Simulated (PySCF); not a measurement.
# STa2: changing the method

What do other methods print for STa2?

Method: each script names its method and basis; program: PySCF 2.14.0.

1 further run of the same task is left out (for a known fault of the program).

## (1) Where the work starts

STa2: 3 atoms, charge 0, spin multiplicity 1.

Bond lengths: S1–Ta2 2.210 Å, S1–Ta3 2.210 Å. Angles: Ta2–S1–Ta3 180.0°.

Coordinates:

```mol
STa2
  3D, bonds by distance, orders not assigned

  3  2  0  0  0  0  0  0  0  0999 V2000
    0.0000    0.0000    0.0000 S   0  0
    0.0000    0.0000    2.2100 Ta  0  0
    0.0000    0.0000   -2.2100 Ta  0  0
  1  2  8  0
  1  3  8  0
M  END
```

## (2) Base script

input.py

```python
from pyscf import gto, scf, mcscf

mol = gto.M(
    atom='S 0 0 0; Ta 0 0 2.21; Ta 0 0 -2.21',
    basis='crenbl',
    ecp={'S': 'crenbl', 'Ta': 'crenbl'},
    charge=0,
    spin=0,
    verbose=4,
)
mf = scf.RHF(mol)
mf.kernel()
mc = mcscf.CASCI(mf, 6, 6)
mc.kernel()
mc.analyze()
mf.dip_moment()
print('orbital energies (hartree):', mf.mo_energy[..., max(0, mol.nelec[1]-3):mol.nelec[0]+3].round(4))
```

Started as:

```sh
$ OMP_NUM_THREADS=1 python input.py
```

## (3) TDA

Run 1 changes step after the SCF: casci → tda; number of roots: none → 6.

input.py: that of step 2 with these lines changed.

```diff
@@ -1,2 +1,2 @@
-from pyscf import gto, scf, mcscf
+from pyscf import gto, scf, tdscf
 
@@ -12,5 +12,6 @@
 mf.kernel()
-mc = mcscf.CASCI(mf, 6, 6)
-mc.kernel()
-mc.analyze()
+td = tdscf.TDA(mf)
+td.nstates = 6
+td.kernel()
+td.analyze(verbose=3)
 mf.dip_moment()
```

## (4) MP2

Run 2 changes step after the SCF: casci → mp2.

input.py: that of step 2 with these lines changed.

```diff
@@ -1,2 +1,2 @@
-from pyscf import gto, scf, mcscf
+from pyscf import gto, scf, mp
 
@@ -12,5 +12,3 @@
 mf.kernel()
-mc = mcscf.CASCI(mf, 6, 6)
-mc.kernel()
-mc.analyze()
+mp.MP2(mf).kernel()
 mf.dip_moment()
```

## (5) M062x (RKS)

Run 3 changes functional: none (Hartree–Fock) → m062x; SCF type: RHF → RKS; step after the SCF: casci → analyze.

input.py: that of step 2 with these lines changed.

```diff
@@ -1,2 +1,2 @@
-from pyscf import gto, scf, mcscf
+from pyscf import gto, dft
 
@@ -10,7 +10,5 @@
 )
-mf = scf.RHF(mol)
+mf = dft.RKS(mol, xc='m062x')
 mf.kernel()
-mc = mcscf.CASCI(mf, 6, 6)
-mc.kernel()
-mc.analyze()
+mf.mulliken_pop()
 mf.dip_moment()
```

## (6) Geometry optimisation

Run 4 changes step after the SCF: casci → optimize.

input.py

```python
from pyscf import gto, scf
from pyscf.geomopt.geometric_solver import optimize

mol = gto.M(
    atom='S 0 0 0; Ta 0 0 2.21; Ta 0 0 -2.21',
    basis='crenbl',
    ecp={'S': 'crenbl', 'Ta': 'crenbl'},
    charge=0,
    spin=0,
    verbose=4,
)
mf = scf.RHF(mol)
mf.kernel()
mol_eq = optimize(mf, maxsteps=30)
print('optimised geometry (angstrom)')
print(mol_eq.tostring('raw'))
print('orbital energies (hartree):', mf.mo_energy[..., max(0, mol.nelec[1]-3):mol.nelec[0]+3].round(4))
```

What does the calculation give? Wanted: for each run, E(SCF); from base; gap; SCF dipole; after the SCF.

**Answer**, as computed:

| run | E(SCF) (hartree) | from base (eV) | cycles | gap (eV) | SCF dipole (D) | after the SCF |
| --- | --- | --- | --- | --- | --- | --- |
| base | -123.902053 | 0 | 11 | 6.12 | 0.00 | CASCI correlation -3.170 eV |
| TDA | -123.902053 | 0.0000 | 11 | 6.12 | 0.00 | lowest root found 0.27 eV |
| MP2 | -123.902053 | 0.0000 | 11 | 6.12 | 0.00 | MP2 correlation -19.242 eV |
| m062x (RKS) | -125.101700 | not comparable | 11 | 4.07 | 0.00 | n/a |
| geometry optimisation | -123.902053 | 0.0000 | 11 | 6.12 | n/a | -0.002 eV |

SCF columns refer to the geometry typed in the script.

In words: A lower total energy from another functional means nothing by itself. The dearest run is “geometry optimisation”, at 23 s against 3.2 s.
